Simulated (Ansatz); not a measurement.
## HfTiSn2O6, space group Fm-3m: a relaxation of cell and ions, step by step

Computed with Ansatz 0.2.0 through its Python package.

`hftisn2o6.cif`
```cif
data_HfTiSn2O6
_cell_length_a 5.717154
_cell_length_b 5.717154
_cell_length_c 5.717154
_cell_angle_alpha 60.00000
_cell_angle_beta 60.00000
_cell_angle_gamma 60.00000
_symmetry_space_group_name_H-M 'P 1'
_symmetry_Int_Tables_number 1
loop_
_symmetry_equiv_pos_as_xyz
'x, y, z'
loop_
_atom_site_label
_atom_site_type_symbol
_atom_site_fract_x
_atom_site_fract_y
_atom_site_fract_z
Hf1 Hf    0.000000    0.000000    0.000000
Ti2 Ti    0.500000    0.500000    0.500000
Sn3 Sn    0.250000    0.250000    0.250000
Sn4 Sn    0.750000    0.750000    0.750000
O5 O    0.743689    0.256311    0.256311
O6 O    0.256311    0.743689    0.743689
O7 O    0.256311    0.743689    0.256311
O8 O    0.743689    0.256311    0.743689
O9 O    0.256311    0.256311    0.743689
O10 O    0.743689    0.743689    0.256311
```

The cells in order, each with its output:

```python
from pathlib import Path

import ansatz as az
from ase import Atoms
from ase.data import atomic_numbers
from ase.io import read
from ase.io import write
import numpy as np
import spglib
```

```python
def edges_and_angles(cell):
    cell = np.asarray(cell)
    a, b, c = np.linalg.norm(cell, axis=1)
    cosines = cell[1] @ cell[2] / (b * c), cell[0] @ cell[2] / (a * c), cell[0] @ cell[1] / (a * b)
    return (a, b, c, *np.degrees(np.arccos(cosines)))
```

```python
atoms = read("hftisn2o6.cif")
crystal = az.Crystal.from_ase(atoms)
```

```python
[site.symbol for site in crystal.resolved().sites]
```

    ['Hf', 'Ti', 'Sn', 'Sn', 'O', 'O', 'O', 'O', 'O', 'O']

```python
# a pressure is positive in compression
base = (
    crystal.calculation()
    .kpoints(length=20)  # the mesh must be finer for metals
    .scf(extra_bands=16)
    .functional("r2SCAN")
    .occupations("fixed")
    .basis(750)  # cutoff of the orbital basis
    .relax(pressure=300 * az.kbar, stress_tolerance=0.05)
    .density()
    .electron_localization_function()  # 1 for a lone pair or bond, 0.5 for a uniform gas
    .output_files(volumetric_format="npy")
)
steps = []


def follow(event):
    if event["event"] != "relax_step":
        return
    row = event["data"]
    steps.append(row)
    print(f"step {row['step']:3d}  E = {row['lagrangian_ev']:.5f} eV  largest force component = {row['allowed_force_max_ev_ang']:.4f} eV/A  P = {row['pressure_gpa']:.3f} GPa")
```

```python
result = base.session().plan(threads=1).execute(on_event=follow)
report = result.report

report["converged"], report["free_energy_ev"]
```

    step   1  E = -33735.00997 eV  largest force component = 0.1303 eV/A  P = -3.671 GPa
    step   2  E = -33733.60839 eV  largest force component = 0.9183 eV/A  P = 31.948 GPa
    step   3  E = -33733.81647 eV  largest force component = 0.0492 eV/A  P = 29.509 GPa
    step   4  E = -33733.77377 eV  largest force component = 0.0060 eV/A  P = 30.112 GPa
    step   5  E = -33733.78174 eV  largest force component = 0.0004 eV/A  P = 30.000 GPa
    step   6  E = -33733.77796 eV  largest force component = 0.0004 eV/A  P = 30.007 GPa
    (True, -33733.77796380766)

```python
first, last = steps[0], steps[-1]
symbols = [site.symbol for site in result.lattice.sites]
print(f"energy gained {first['lagrangian_ev'] - last['lagrangian_ev']:.4f} eV in {len(steps) - 1} steps")
for label, vectors in (("before", first["cell_ang"]), ("after", result.lattice.cell_ang)):
    print(label, "a b c (A) {:.4f} {:.4f} {:.4f}  angles {:.2f} {:.2f} {:.2f}".format(*edges_and_angles(vectors)), f" V = {abs(np.linalg.det(vectors)):.3f} A^3")
print("final stress xx yy zz (GPa, compression positive):", np.round(np.diag(report["stress_gpa"]), 3) + 0.0)
```

    energy gained -1.2320 eV in 5 steps
    before a b c (A) 5.7172 5.7172 5.7172  angles 60.00 60.00 60.00  V = 132.137 A^3
    after a b c (A) 5.4476 5.4476 5.4476  angles 60.00 60.00 60.00  V = 114.314 A^3
    final stress xx yy zz (GPa, compression positive): [30.007 30.007 30.007]

```python
change = np.array(last["positions_ang"]) @ np.linalg.inv(last["cell_ang"]) - np.array(first["positions_ang"]) @ np.linalg.inv(first["cell_ang"])
moved = np.linalg.norm(change @ np.array(last["cell_ang"]), axis=1)
print("displacement within the cell, strain taken out (A):", " ".join(f"{s}:{d:.3f}" for s, d in zip(symbols, moved)))
```

    displacement within the cell, strain taken out (A): Hf:0.000 Ti:0.000 Sn:0.000 Sn:0.000 O:0.007 O:0.007 O:0.007 O:0.007 O:0.007 O:0.007

```python
print("relaxed fractional positions")
for site in result.lattice.sites:
    print(f"  {site.symbol:2s}", " ".join(f"{v % 1:8.5f}" for v in np.round(site.position_frac, 5)))
```

    relaxed fractional positions
      Hf  0.00000  0.00000  0.00000
      Ti  0.50000  0.50000  0.50000
      Sn  0.25000  0.25000  0.25000
      Sn  0.75000  0.75000  0.75000
      O   0.74274  0.25726  0.25726
      O   0.25726  0.74274  0.74274
      O   0.25726  0.74274  0.25726
      O   0.74274  0.25726  0.74274
      O   0.25726  0.25726  0.74274
      O   0.74274  0.74274  0.25726

```python
relaxed = Atoms(symbols, positions=[site.position_ang for site in result.lattice.sites], cell=result.lattice.cell_ang, pbc=True)
write("relaxed.vasp", relaxed, format="vasp")
```

```python
fractions = [site.position_frac for site in result.lattice.sites]
numbers = [atomic_numbers[s] for s in symbols]
for tolerance in (1e-3, 1e-2, 1e-1):
    print(f"space group at {tolerance} A:", spglib.get_spacegroup((result.lattice.cell_ang, fractions, numbers), symprec=tolerance))
```

    space group at 0.001 A: Fm-3m (225)
    space group at 0.01 A: Fm-3m (225)
    space group at 0.1 A: Fm-3m (225)

```python
print(f"free energy      {report['free_energy_ev']:.5f} eV")
print(f"per atom         {report['free_energy_ev'] / len(result.lattice.sites):.5f} eV")
print(f"SCF iterations   {report['n_iterations']}  (converged: {report['converged']})")

# ELF is 0.5 in a uniform gas and nears 1 where pairs localise
folder = Path(result.write_results("elf"))
elf = np.load(folder / "elf.npy")
peak = np.unravel_index(elf.argmax(), elf.shape)
print(f"largest ELF {elf.max():.3f} at grid fractions", np.round(np.array(peak) / elf.shape, 3))
for level in (0.2, 0.5, 0.7, 0.8, 0.9):
    print(f"share of the cell with ELF over {level}: {np.mean(elf > level):.3f}")
```

    free energy      -33733.77796 eV
    per atom         -3373.37780 eV
    SCF iterations   7  (converged: True)
    largest ELF 0.853 at grid fractions [0.94 0.94 0.06]
    share of the cell with ELF over 0.2: 0.524
    share of the cell with ELF over 0.5: 0.233
    share of the cell with ELF over 0.7: 0.136
    share of the cell with ELF over 0.8: 0.059
    share of the cell with ELF over 0.9: 0.000

File `relaxed.vasp` afterwards:
```text
Hf Ti Sn O
 1.0000000000000000
     5.4475914530422518   -0.0000000000000000    0.0000000000000000
     2.7237957265211263    4.7177525877735720   -0.0000000000000000
     2.7237957265211263    1.5725841959245246    4.4479397957001012
 Hf  Ti  Sn  O
   1   1   2   6
Cartesian
  0.0000000000000000 -0.0000000000000000 -0.0000000000000000
  5.4475914530422527  3.1451683918490483  2.2239698978500506
  2.7237957265211263  1.5725841959245241  1.1119849489250253
  8.1713871795633786  4.7177525877735720  3.3359548467750750
  5.4475914530422527  1.6182351855081241  1.1442650732274651
  5.4475914530422527  4.6721015981899727  3.3036747224726364
  4.1252285064689866  3.9086349950195114  1.1442650732274651
  6.7699543996155196  2.3817017886785865  3.3036747224726364
  4.1252285064689866  2.3817017886785865  3.3036747224726364
  6.7699543996155187  3.9086349950195114  1.1442650732274651
```

Caveats:
- These settings explore the input space; cutoff and mesh may be short of convergence.
- Spin is left out of this run.
- Part of the cell is held or a pressure is applied, so the end point needn't be the zero-pressure lattice.
- At a fixed pressure a relaxation lowers the enthalpy F + PV, while F alone can rise.
- With fixed filling the reported Fermi level is the top filled level among the k-points of the SCF.
- Energies along a relaxation are free energies. Rows at an unchanged volume are solved on a plane-wave basis chosen afresh for that cell, so the energy jumps there and such rows are no steps of the walk.
- Edges and angles are those of the cell as typed, here a primitive one, not of the conventional cell.
- Symmetry holds the cell in this phase, whether or not it is the stable one at this pressure.
- Spin-orbit coupling, which matters for elements this heavy, is left out.
- Densities and potentials on the grid are those of the valence electrons, and inside the cores they hang on the potentials used.
- The structure comes from a database of computed cells and needn't be a stable or known phase.
- Run time: 87 s on 1 thread of Intel(R) Xeon(R) 6975P-C (Granite Rapids), on a shared host, peak memory 1.4 GiB.

(Lines on the test bed's own set-up are left out of the output.)
